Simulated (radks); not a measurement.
# Fractional charge and spin in the 3d shell of copper

Aim: the energy as the spin-up occupation of 3d runs from 4 to 5 and the spin-down one from 4 to 5, against the two flat planes that join the four corners. Added charge counts from the emptiest corner (up 4, down 4).

Program: radks (a radial shooting solver on a logarithmic mesh, Libxc functionals) version 1. Level of theory: non-relativistic Kohn-Sham, PBE, spin-polarised, spherical densities, point nucleus. These are calculated values, not measurements, unless marked.

### Step 1. The system

```
element       : copper (Z = 29)
configuration : [Ar] 4s(up 0.5, down 0.5) 3d(up 5, down 5)
```

A shell typed twice in an input gives spin up, then spin down.

### Step 2. 3d: up 5, down 5

The run's settings:

```text
Z 29
configuration [Ar] 4s0.5 4s0.5 3d5 3d5
relativity non-relativistic
functional pbe,pbe
spin polarised
nucleus point
```

On the command line:

```console
> python run_ks.py task.json out
```

The same process makes all the runs of this session.

### Step 3. 3d: up 5, down 4.75

The run's settings:

```text
Z 29
configuration [Ar] 4s0.5 4s0.5 3d5 3d4.75
relativity non-relativistic
functional pbe,pbe
spin polarised
nucleus point
```

### Step 4. 3d: up 5, down 4.5

The run's settings:

```text
Z 29
configuration [Ar] 4s0.5 4s0.5 3d5 3d4.5
relativity non-relativistic
functional pbe,pbe
spin polarised
nucleus point
```

### Step 5. 3d: up 5, down 4.25

The run's settings:

```text
Z 29
configuration [Ar] 4s0.5 4s0.5 3d5 3d4.25
relativity non-relativistic
functional pbe,pbe
spin polarised
nucleus point
```

### Step 6. 3d: up 5, down 4

The run's settings:

```text
Z 29
configuration [Ar] 4s0.5 4s0.5 3d5 3d4
relativity non-relativistic
functional pbe,pbe
spin polarised
nucleus point
```

### Step 7. 3d: up 4.75, down 4.75

The run's settings:

```text
Z 29
configuration [Ar] 4s0.5 4s0.5 3d4.75 3d4.75
relativity non-relativistic
functional pbe,pbe
spin polarised
nucleus point
```

### Step 8. 3d: up 4.75, down 4.5

The run's settings:

```text
Z 29
configuration [Ar] 4s0.5 4s0.5 3d4.75 3d4.5
relativity non-relativistic
functional pbe,pbe
spin polarised
nucleus point
```

### Step 9. 3d: up 4.75, down 4.25

The run's settings:

```text
Z 29
configuration [Ar] 4s0.5 4s0.5 3d4.75 3d4.25
relativity non-relativistic
functional pbe,pbe
spin polarised
nucleus point
```

### Step 10. 3d: up 4.75, down 4

The run's settings:

```text
Z 29
configuration [Ar] 4s0.5 4s0.5 3d4.75 3d4
relativity non-relativistic
functional pbe,pbe
spin polarised
nucleus point
```

### Step 11. 3d: up 4.5, down 4.5

The run's settings:

```text
Z 29
configuration [Ar] 4s0.5 4s0.5 3d4.5 3d4.5
relativity non-relativistic
functional pbe,pbe
spin polarised
nucleus point
```

### Step 12. 3d: up 4.5, down 4.25

The run's settings:

```text
Z 29
configuration [Ar] 4s0.5 4s0.5 3d4.5 3d4.25
relativity non-relativistic
functional pbe,pbe
spin polarised
nucleus point
```

### Step 13. 3d: up 4.5, down 4

The run's settings:

```text
Z 29
configuration [Ar] 4s0.5 4s0.5 3d4.5 3d4
relativity non-relativistic
functional pbe,pbe
spin polarised
nucleus point
```

### Step 14. 3d: up 4.25, down 4.25

The run's settings:

```text
Z 29
configuration [Ar] 4s0.5 4s0.5 3d4.25 3d4.25
relativity non-relativistic
functional pbe,pbe
spin polarised
nucleus point
```

### Step 15. 3d: up 4.25, down 4

The run's settings:

```text
Z 29
configuration [Ar] 4s0.5 4s0.5 3d4.25 3d4
relativity non-relativistic
functional pbe,pbe
spin polarised
nucleus point
```

### Step 16. 3d: up 4, down 4

The run's settings:

```text
Z 29
configuration [Ar] 4s0.5 4s0.5 3d4 3d4
relativity non-relativistic
functional pbe,pbe
spin polarised
nucleus point
```

Before running it: what results should come out? Wanted: for each run, down \ up; 4; 4.25; 4.5; 4.75; 5.

The runs gave:

```
down \ up       4    4.25     4.5    4.75       5
        4   0.000  -1.642  -2.158  -1.593   0.000
     4.25  -1.642  -2.090  -1.461   0.193  -1.292
      4.5  -2.158  -1.461   0.258  -1.166  -1.679
     4.75  -1.593   0.193  -1.166  -1.618  -1.225
        5   0.000  -1.292  -1.679  -1.225   0.000
```

In words: The table gives the energy in eV minus the planes, whose edge runs along up + down = one added electron; mirror points follow by spin symmetry. With half an added electron in each spin it lies 0.26 eV above the planes. With half an electron added in spin up alone it lies 2.16 eV below them. The planes are only a guide here: the condition holds for ground states with one frontier orbital, and this shell is degenerate.
